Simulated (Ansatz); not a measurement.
# WCl+ (septet): wave-function methods side by side, def2-TZVPP

An exercise on one series of results from a longer session: the logs are not shown, and one member is left open.

Program: Ansatz 0.2.0, Gaussian basis. Level of theory: def2-TZVPP, core rule «outside noble gas», up to 9 orbitals frozen. These are calculated values, not measurements.

Plan: UHF; ROHF; CCSD(T) on UHF.

### The geometry

The geometry is a PBE0/def2-TZVP stationary point (not a proven minimum) of the parent state, kept for this charge and spin. No spin-orbit coupling is included. Elements past krypton take def2 core potentials.

2 atoms, charge 1, spin multiplicity 7.

Atoms are counted from 1 here; the program's logs count them from 0.

Bond lengths: W1–Cl2 2.275 Å.

Set-up of the first run:

The input, in.yaml:

```yaml
crystal:
  periodic: [false, false, false]
  atoms:
    - {symbol: W, position_ang: [0.000000, 0.000000, 0.000000]}
    - {symbol: Cl, position_ang: [0.000000, 0.000000, 2.275000]}
basis:
  gaussian: {orbitals: def2-TZVPP}
total_charge: 1
magnetization: {spin_polarized: true, initial_magnetization: 6}
hamiltonian: {xc: hf}
output: {orbitals: {seedname: orbitals}}
```

Started as:

```
> ansatz run in.yaml --threads 1 --pin off --events-out ev --progress --plain --max-ram 4096MiB --backend cpu
```

Among the steps run: UHF; ROHF; CCSD(T) on UHF.

One table of the session follows, with a row left open; its other results are not shown here.

| method | from UCCSD(T) (meV) |
| --- | --- |
| ROHF | +7639.0 |
| UHF | ? |
| UMP2 | +1036.3 |
| UCCSD | +247.3 |
| UCCSD(T) | 0 |

Estimate the missing values for UHF.

As computed: from UCCSD(T) (meV): +7321.9. In the column «from UCCSD(T) (meV)» it lies between UMP2 (+1036.3) and ROHF (+7639.0).
